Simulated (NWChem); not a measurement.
# C8H18 (SMILES CCCCC(C)(C)C): levels of theory compared

Wanted: a comparison of 4 runs (HF/STO-3G, HF/3-21G, B3LYP/6-31G*) of C8H18. 

Program for the calculation: NWChem 7.3.0.

### Step 1. The system as given

The species is C8H18 (26 atoms), meant as a singlet with charge 0. SMILES: `CCCCC(C)(C)C`. The shape is that of a PBE0-D4/def2-TZVP optimisation. This is a higher conformer, about 8 kJ/mol above the lowest found by a separate search.

Some bond lengths: C1–C2 1.518 Å, C2–C3 1.522 Å, C3–C4 1.530 Å, C4–C5 1.538 Å, C5–C6 1.526 Å, C5–C7 1.526 Å, C5–C8 1.527 Å, C1–H9 1.094 Å, C1–H10 1.092 Å, C1–H11 1.094 Å, C2–H12 1.094 Å, C2–H13 1.096 Å, C3–H14 1.095 Å, C3–H15 1.096 Å, C4–H16 1.097 Å, C4–H17 1.096 Å. Some angles: C1–C2–C3 112.8°, C2–C3–C4 114.3°, C3–C4–C5 117.0°, C4–C5–C6 108.0°, C4–C5–C7 111.6°, C4–C5–C8 110.2°, C6–C5–C7 108.9°, C6–C5–C8 108.7°, C7–C5–C8 109.3°, C1–C2–H12 109.6°.

### Step 2. Energy and forces at HF/STO-3G (run 1)

Contents of run.py:

```python
from ase import Atoms
from ase.calculators.nwchem import NWChem

atoms = Atoms(['C', 'C', 'C', 'C', 'C', 'C', 'C', 'C', 'H', 'H', 'H', 'H', 'H', 'H', 'H', 'H', 'H', 'H', 'H', 'H', 'H', 'H', 'H', 'H', 'H', 'H'], positions=[
    [-0.236700, -2.053800, -2.764200],
    [-0.788700, -1.099300, -1.720500],
    [-0.172600, -1.310500, -0.344400],
    [-0.681100, -0.345200, 0.728700],
    [0.193800, 0.881900, 1.035400],
    [-0.567500, 1.770200, 2.015900],
    [0.497900, 1.684100, -0.226400],
    [1.505000, 0.446400, 1.685300],
    [0.841600, -1.919200, -2.889400],
    [-0.705200, -1.901100, -3.739200],
    [-0.404600, -3.095100, -2.474000],
    [-0.628500, -0.066800, -2.045500],
    [-1.875000, -1.224800, -1.643400],
    [-0.379100, -2.340800, -0.034900],
    [0.918600, -1.247700, -0.426200],
    [-1.679600, 0.006700, 0.440800],
    [-0.818200, -0.884200, 1.672600],
    [-1.504800, 2.124800, 1.577900],
    [-0.810800, 1.224700, 2.932400],
    [0.025500, 2.645900, 2.294700],
    [1.083600, 2.574400, 0.019700],
    [1.075700, 1.100000, -0.946900],
    [-0.421700, 2.014800, -0.717100],
    [1.317800, -0.107300, 2.609900],
    [2.094800, -0.193900, 1.025000],
    [2.119800, 1.315900, 1.934000],
])

calc = NWChem(
    label='a',
    theory='scf',
    memory='2200 mb',
    basis='STO-3G',
    basispar='spherical bse',
    scf={'nopen': '0', 'rhf': None, 'thresh': '1e-08', 'maxiter': '80'},
)
atoms.calc = calc

forces = atoms.get_forces()
e = atoms.get_potential_energy()
print(f"E = {e:.6f} eV")
print("forces (eV/A):")
for s, f in zip(atoms.symbols, forces):
    print(f"{s:2s} {f[0]:10.5f} {f[1]:10.5f} {f[2]:10.5f}")
print("dipole (e A):", atoms.get_dipole_moment().round(4))
```

The run is started by

```sh
$ export ASE_NWCHEM_COMMAND="nwchem PREFIX.nwi > PREFIX.nwo"
$ python run.py
```

Log:

```text
E = -8429.405406 eV
forces (eV/A):
C     0.58318   -0.93624   -0.85916
C    -1.15571    1.08974   -0.28843
C     1.24632   -1.13818    0.28642
C    -1.40485   -0.14259    0.65918
C     0.07251   -0.12994   -0.14583
C    -0.72721    0.84625    0.94982
C     0.31738    0.80712   -1.14589
C     1.24930   -0.37250    0.65085
H    -0.33460    0.00123    0.06083
H     0.06844    0.03168    0.29629
H     0.01630    0.33918   -0.06037
H     0.00797   -0.35111    0.03692
H     0.33250   -0.04011   -0.06027
H    -0.03800    0.33460   -0.04109
H    -0.42259    0.01440    0.00483
H     0.37312   -0.12640    0.08716
H     0.08623    0.08325   -0.34792
H     0.31182   -0.12074    0.12969
H     0.09133    0.16897   -0.31568
H    -0.18003   -0.29228   -0.10804
H    -0.20363   -0.28246   -0.06407
H    -0.18687    0.19180    0.27758
H     0.28766   -0.11601    0.18214
H     0.04674    0.18671   -0.31249
H    -0.21932    0.22004    0.20003
H    -0.21808   -0.26652   -0.07245
dipole (e A): [-0.003   0.0017  0.0049]
```

The calculator wrote a.nwi:

```
title "a"

permanent_dir a

scratch_dir a

start a

geometry units angstrom nocenter noautosym noautoz
  C  -2.3669999999999999e-01 -2.0537999999999998e+00 -2.7642000000000002e+00
  C  -7.8869999999999996e-01 -1.0992999999999999e+00 -1.7204999999999999e+00
  C  -1.7260000000000000e-01 -1.3105000000000000e+00 -3.4439999999999998e-01
  C  -6.8110000000000004e-01 -3.4520000000000001e-01 7.2870000000000001e-01
  C  1.9380000000000000e-01 8.8190000000000002e-01 1.0354000000000001e+00
  C  -5.6750000000000000e-01 1.7702000000000000e+00 2.0158999999999998e+00
  C  4.9790000000000001e-01 1.6840999999999999e+00 -2.2639999999999999e-01
  C  1.5049999999999999e+00 4.4640000000000002e-01 1.6853000000000000e+00
  H  8.4160000000000001e-01 -1.9192000000000000e+00 -2.8894000000000002e+00
  H  -7.0520000000000005e-01 -1.9011000000000000e+00 -3.7391999999999999e+00
  H  -4.0460000000000002e-01 -3.0951000000000000e+00 -2.4740000000000002e+00
  H  -6.2849999999999995e-01 -6.6799999999999998e-02 -2.0455000000000001e+00
  H  -1.8750000000000000e+00 -1.2248000000000001e+00 -1.6434000000000000e+00
  H  -3.7909999999999999e-01 -2.3408000000000002e+00 -3.4900000000000000e-02
  H  9.1859999999999997e-01 -1.2477000000000000e+00 -4.2620000000000002e-01
  H  -1.6796000000000000e+00 6.7000000000000002e-03 4.4080000000000003e-01
  H  -8.1820000000000004e-01 -8.8419999999999999e-01 1.6726000000000001e+00
  H  -1.5047999999999999e+00 2.1248000000000000e+00 1.5779000000000001e+00
  H  -8.1079999999999997e-01 1.2246999999999999e+00 2.9323999999999999e+00
  H  2.5499999999999998e-02 2.6459000000000001e+00 2.2947000000000002e+00
  H  1.0835999999999999e+00 2.5743999999999998e+00 1.9699999999999999e-02
  H  1.0757000000000001e+00 1.1000000000000001e+00 -9.4689999999999996e-01
  H  -4.2170000000000002e-01 2.0148000000000001e+00 -7.1709999999999996e-01
  H  1.3178000000000001e+00 -1.0730000000000001e-01 2.6099000000000001e+00
  H  2.0948000000000002e+00 -1.9389999999999999e-01 1.0249999999999999e+00
  H  2.1198000000000001e+00 1.3159000000000001e+00 1.9339999999999999e+00
end

memory 2200 mb

basis spherical bse noprint
   * library STO-3G
end

scf
  nopen 0
  rhf
  thresh 1e-08
  maxiter 80
end

task scf gradient
```

a.nwo:

```text
Northwest Computational Chemistry Package (NWChem) 7.3.0
             --------------------------------------------------------

           Job information
           ---------------

    nwchem branch   = 7.3.0
    use scalapack   = T
    input           = a.nwi
    prefix          = a.
    data base       = a/a.db
    status          = startup
    nproc           =        1

           Memory information
           ------------------

[... 5 lines left out ...]
    hardfail = no
[... 167 lines left out ...]
         Quadratically convergent ROHF
[... 14 lines left out ...]
       Final RHF  results
[... 4 lines left out ...]
      Two-electron energy =    514.877209506966
[... 52 lines left out ...]
                       ROHF Final Molecular Orbital Analysis
[... 323 lines left out ...]
                 ----------------------------------------
                 |  Time  |  1-e(secs)   |  2-e(secs)   |
                 ----------------------------------------
                 |  CPU   |       0.01   |       1.53   |
                 ----------------------------------------
                 |  WALL  |       0.01   |       1.53   |
                 ----------------------------------------

 Task  times  cpu:       15.8s     wall:       15.8s
 Total times  cpu:       15.8s     wall:       15.8s
```

It took 17 s on 1 thread of Intel Xeon Platinum 8488C (Sapphire Rapids), shared host; peak memory 0.1 GiB.

### Step 3. Energy and gradient at HF/3-21G (run 2)

Contents of geom.nw:

```
start geom
title "C8H18 hf"
memory total 2200 mb
geometry units bohr noautosym nocenter noautoz
C  -0.44729817 -3.88111951 -5.22358095
C  -1.49042699 -2.07737593 -3.25127380
C  -0.32616673 -2.47648609 -0.65082168
C  -1.28709246 -0.65233346  1.37704343
C   0.36622892  1.66654947  1.95662243
C  -1.07241958  3.34519319  3.80949889
C   0.94089464  3.18248777 -0.42783399
C   2.84403782  0.84357374  3.18475544
H   1.59039351 -3.62676238 -5.46017466
H  -1.33263486 -3.59255834 -7.06606393
H  -0.76458319 -5.84889133 -4.67518243
H  -1.18769287 -0.12623371 -3.86543479
H  -3.54323648 -2.31453656 -3.10557591
H  -0.71639517 -4.42347091 -0.06595144
H   1.73590242 -2.35781129 -0.80540127
H  -3.17398400  0.01266117  0.83299128
H  -1.54617392 -1.67089584  3.16075592
H  -2.84365987  4.01529007  2.98179885
H  -1.53218994  2.31434758  5.54143289
H   0.04818802  5.00002635  4.33635454
H   2.04770723  4.86491094  0.03722760
H   2.03277839  2.07869874 -1.78938167
H  -0.79689751  3.80742020 -1.35512260
H   2.49028109 -0.20276761  4.93199621
H   3.95859829 -0.36641790  1.93696928
H   4.00584144  2.48669061  3.65473033
end
basis spherical bse
C library 3-21G
H library 3-21G
end
scf
thresh 1e-08
maxiter 80
print low
end
task scf gradient
```

The run is started by

```sh
$ nwchem geom.nw > geom.out
```

Log:

```text
[...]
  functions       =   108
[...]
  wavefunction    = RHF
[...]
         Total SCF energy =   -311.703985185572
      One-electron energy =  -1237.437949074664
      Two-electron energy =    513.188003939260
 Nuclear repulsion energy =    412.545959949831
        Time for solution =     18.5s
[...]
                         RHF ENERGY GRADIENTS
    atom               coordinates                        gradient
                 x          y          z           x          y          z
   1 C      -0.447298  -3.881120  -5.223581   -0.007289   0.012164   0.011435
   2 C      -1.490427  -2.077376  -3.251274    0.015624  -0.016047   0.003617
   3 C      -0.326167  -2.476486  -0.650822   -0.016940   0.014978  -0.003316
   4 C      -1.287092  -0.652333   1.377043    0.016363   0.000334  -0.009319
   5 C       0.366229   1.666549   1.956622   -0.000685   0.001437   0.001898
   6 C      -1.072420   3.345193   3.809499    0.007746  -0.009341  -0.010388
   7 C       0.940895   3.182488  -0.427834   -0.003436  -0.008380   0.012563
   8 C       2.844038   0.843574   3.184755   -0.013546   0.004613  -0.006769
   9 H       1.590394  -3.626762  -5.460175    0.005439   0.000087  -0.000912
  10 H      -1.332635  -3.592558  -7.066064   -0.001902   0.000262  -0.005037
  11 H      -0.764583  -5.848891  -4.675182   -0.000356  -0.005448   0.001104
[...]
```

It took 22 s on 1 thread of Intel Xeon Platinum 8488C (Sapphire Rapids), shared host; peak memory 0.099 GiB.

Run 3 isn't shown in full; the table further down has it.

### Step 4. Energy and forces at B3LYP/6-31G(d) (Cartesian functions) (run 4)

Edit run.py of step 2 so:

```diff
@@ -3,3 +3,3 @@
 
-atoms = Atoms(['C', 'C', 'C', 'C', 'C', 'C', 'C', 'C', 'H', 'H', 'H', 'H', 'H', 'H', 'H', 'H', 'H', 'H', 'H', 'H', 'H', 'H', 'H', 'H', 'H', 'H'], positions=[
+system = Atoms(['C', 'C', 'C', 'C', 'C', 'C', 'C', 'C', 'H', 'H', 'H', 'H', 'H', 'H', 'H', 'H', 'H', 'H', 'H', 'H', 'H', 'H', 'H', 'H', 'H', 'H'], positions=[
     [-0.236700, -2.053800, -2.764200],
@@ -33,17 +33,16 @@
 calc = NWChem(
-    label='a',
-    theory='scf',
+    label='test',
+    theory='dft',
     memory='2200 mb',
-    basis='STO-3G',
-    basispar='spherical bse',
-    scf={'nopen': '0', 'rhf': None, 'thresh': '1e-08', 'maxiter': '80'},
+    basis='6-31G*',
+    dft={'xc': 'b3lyp', 'mult': '1', 'grid': 'fine', 'convergence': 'energy 1e-08', 'iterations': '100', 'mulliken': None},
 )
-atoms.calc = calc
+system.calc = calc
 
-forces = atoms.get_forces()
-e = atoms.get_potential_energy()
+forces = system.get_forces()
+e = system.get_potential_energy()
 print(f"E = {e:.6f} eV")
 print("forces (eV/A):")
-for s, f in zip(atoms.symbols, forces):
+for s, f in zip(system.symbols, forces):
     print(f"{s:2s} {f[0]:10.5f} {f[1]:10.5f} {f[2]:10.5f}")
-print("dipole (e A):", atoms.get_dipole_moment().round(4))
+print("dipole (e A):", system.get_dipole_moment().round(4))
```

The run is started by

```sh
$ export ASE_NWCHEM_COMMAND="nwchem PREFIX.nwi > PREFIX.nwo"
$ python run.py
```

Log:

```text
E = -8590.792379 eV
forces (eV/A):
C     0.06387   -0.13622   -0.17453
C    -0.16018    0.13971   -0.07472
C     0.15869   -0.20924    0.04381
C    -0.21494   -0.03816    0.13411
C    -0.00442   -0.00237   -0.00247
C    -0.11205    0.14892    0.16517
C     0.06448    0.14496   -0.18486
C     0.21932   -0.05590    0.11549
H     0.12038    0.00257   -0.03029
H    -0.04823    0.00823   -0.12064
H    -0.01383   -0.11976    0.01460
H     0.00021    0.08932   -0.05538
H    -0.11966   -0.00864   -0.00787
H    -0.01795   -0.11591    0.03147
H     0.09102   -0.02602   -0.01239
H    -0.11236    0.01064   -0.00910
H    -0.03898   -0.07055    0.08726
H    -0.11097    0.05929   -0.01764
H    -0.04206   -0.02684    0.11081
H     0.03805    0.10722    0.05132
H     0.06392    0.11236   -0.00879
H     0.06011   -0.01610   -0.08845
H    -0.08140    0.05466   -0.07626
H     0.01496   -0.06299    0.10624
H     0.08896   -0.06551   -0.04093
H     0.09307    0.07646    0.04402
dipole (e A): [-0.004  -0.0004  0.0048]
```

The calculator wrote test.nwi:

```
title "test"

permanent_dir test

scratch_dir test

start test

geometry units angstrom nocenter noautosym noautoz
  C  -2.3669999999999999e-01 -2.0537999999999998e+00 -2.7642000000000002e+00
  C  -7.8869999999999996e-01 -1.0992999999999999e+00 -1.7204999999999999e+00
  C  -1.7260000000000000e-01 -1.3105000000000000e+00 -3.4439999999999998e-01
  C  -6.8110000000000004e-01 -3.4520000000000001e-01 7.2870000000000001e-01
  C  1.9380000000000000e-01 8.8190000000000002e-01 1.0354000000000001e+00
  C  -5.6750000000000000e-01 1.7702000000000000e+00 2.0158999999999998e+00
  C  4.9790000000000001e-01 1.6840999999999999e+00 -2.2639999999999999e-01
  C  1.5049999999999999e+00 4.4640000000000002e-01 1.6853000000000000e+00
  H  8.4160000000000001e-01 -1.9192000000000000e+00 -2.8894000000000002e+00
  H  -7.0520000000000005e-01 -1.9011000000000000e+00 -3.7391999999999999e+00
  H  -4.0460000000000002e-01 -3.0951000000000000e+00 -2.4740000000000002e+00
  H  -6.2849999999999995e-01 -6.6799999999999998e-02 -2.0455000000000001e+00
  H  -1.8750000000000000e+00 -1.2248000000000001e+00 -1.6434000000000000e+00
  H  -3.7909999999999999e-01 -2.3408000000000002e+00 -3.4900000000000000e-02
  H  9.1859999999999997e-01 -1.2477000000000000e+00 -4.2620000000000002e-01
  H  -1.6796000000000000e+00 6.7000000000000002e-03 4.4080000000000003e-01
  H  -8.1820000000000004e-01 -8.8419999999999999e-01 1.6726000000000001e+00
  H  -1.5047999999999999e+00 2.1248000000000000e+00 1.5779000000000001e+00
  H  -8.1079999999999997e-01 1.2246999999999999e+00 2.9323999999999999e+00
  H  2.5499999999999998e-02 2.6459000000000001e+00 2.2947000000000002e+00
  H  1.0835999999999999e+00 2.5743999999999998e+00 1.9699999999999999e-02
  H  1.0757000000000001e+00 1.1000000000000001e+00 -9.4689999999999996e-01
  H  -4.2170000000000002e-01 2.0148000000000001e+00 -7.1709999999999996e-01
  H  1.3178000000000001e+00 -1.0730000000000001e-01 2.6099000000000001e+00
  H  2.0948000000000002e+00 -1.9389999999999999e-01 1.0249999999999999e+00
  H  2.1198000000000001e+00 1.3159000000000001e+00 1.9339999999999999e+00
end

memory 2200 mb

basis noprint
   * library 6-31G*
end

dft
  xc b3lyp
  mult 1
  grid fine
  convergence energy 1e-08
  iterations 100
  mulliken
end

task dft gradient
```

test.nwo:

```text
Northwest Computational Chemistry Package (NWChem) 7.3.0
             --------------------------------------------------------

           Job information
           ---------------

    nwchem branch   = 7.3.0
    use scalapack   = T
    input           = test.nwi
    prefix          = test.
    data base       = test/test.db
    status          = startup
    nproc           =        1

           Memory information
           ------------------

[... 5 lines left out ...]
    hardfail = no
[... 138 lines left out ...]
  convergence criterion.
[... 41 lines left out ...]
          Spatial weights used:  Erf1
[... 32 lines left out ...]
 1-e energy   =   -1232.276537
[... 58 lines left out ...]
           Coulomb energy =      563.018834313790
[... 1164 lines left out ...]
          Convergence on density requested:  1.00D-05
[... 27 lines left out ...]
          total energy or number of iterations.
[... 36 lines left out ...]
                 ----------------------------------------
                 |  Time  |  1-e(secs)   |  2-e(secs)   |
                 ----------------------------------------
                 |  CPU   |       0.04   |       8.75   |
                 ----------------------------------------
                 |  WALL  |       0.04   |       8.75   |
                 ----------------------------------------

 Task  times  cpu:       98.8s     wall:       98.8s
 Total times  cpu:       98.9s     wall:       98.9s
```

Run time: 100 s. Hardware: 1 thread of Intel Xeon Platinum 8488C (Sapphire Rapids), shared host; peak memory 0.14 GiB.

### Step 5. Overview of the runs

| run | level | iteration cap | module | energy (Eh) | dipole moment (D) | HOMO energy (eV) | LUMO energy (eV) | wall time |
| --- | --- | --- | --- | --- | --- | --- | --- | --- |
| 1 | HF/STO-3G | 80 | scf | -309.774938 | 0.03 | -10.60 | 15.41 | 17 s |
| 2 | HF/3-21G | 80 | scf | -311.703985 | – | – | – | 22 s |
| 3 | B3LYP/6-31G* (spherical functions) | 100 | dft | -315.700332 | 0.03 | -8.09 | 2.13 | 98 s |
| 4 | B3LYP/6-31G* (Cartesian functions) | 100 | dft | -315.705799 | 0.03 | -8.10 | 2.13 | 100 s |

### Step 6. Summary of results

| quantity | value |
| --- | --- |
| run 4: total energy | -315.70580 Eh |
| run 4: dipole moment | 0.03 D |
| run 4: HOMO energy | -8.10 eV |
| run 4: LUMO energy | 2.13 eV |
| run 4: HOMO–LUMO gap | 10.22 eV |
| run 4: largest force on an atom | 0.266 eV/Å |

In words: Over runs 1, 3, 4 the HOMO–LUMO gap runs from 10.22 eV (B3LYP/6-31G*) to 26.00 eV (HF/STO-3G). The two ends differ in method and basis. In run 1 the basis is minimal, so the values are rough. All runs together took 3.9 min, the longest 100 s.
